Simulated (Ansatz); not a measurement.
**WO (quintet): the correlation ladder, def2-TZVPP**

One table from this session's results is given with a row withheld; the runs are named, their logs left out.

Method: def2-TZVPP, core rule «outside noble gas», up to 5 orbitals frozen; program: Ansatz 0.2.0, Gaussian basis.

The runs, in order: UHF; ROHF; CCSD(T) on UHF.

### The system

The geometry is a PBE0/def2-TZVP stationary point (not a proven minimum) of the parent state, kept for this charge and spin. No spin-orbit coupling is included. Elements past krypton take def2 core potentials.

2 atoms, charge 0, spin multiplicity 5.

Atoms are counted from 1 here; the program's logs count them from 0.

Bond lengths: W1–O2 1.995 Å.

The first run:

Input file in.yaml:

```yaml
crystal:
  periodic: [false, false, false]
  atoms:
    - {symbol: W, position_ang: [0.000000, 0.000000, 0.000000]}
    - {symbol: O, position_ang: [0.000000, 0.000000, 1.994600]}
basis:
  gaussian: {orbitals: def2-TZVPP}
magnetization: {spin_polarized: true, initial_magnetization: 4}
hamiltonian: {xc: hf}
output: {orbitals: {seedname: orbitals}}
```

On the command line:

```sh
> ansatz run in.yaml --threads 1 --pin off --events-out ev --progress --plain --max-ram 4096MiB --backend cpu
```

Among the steps run: UHF; ROHF; CCSD(T) on UHF.

One of the session's tables, all rows but one given; the rest of the session is left out.

```
  method  from UCCSD(T) (meV)
    ROHF             +11306.6
     UHF              +9429.6
    UMP2              +1596.9
   UCCSD                    ?
UCCSD(T)                    0
```

**Question.** Estimate the row for UCCSD.

**Answer.** from UCCSD(T) (meV): +540.1. In the column «from UCCSD(T) (meV)» it lies between UCCSD(T) (0) and UMP2 (+1596.9).

Limits of these values: The determinant is far from a pure spin state, so its energy mixes those of several spin states (harmless only where they are near-degenerate, as at dissociation).
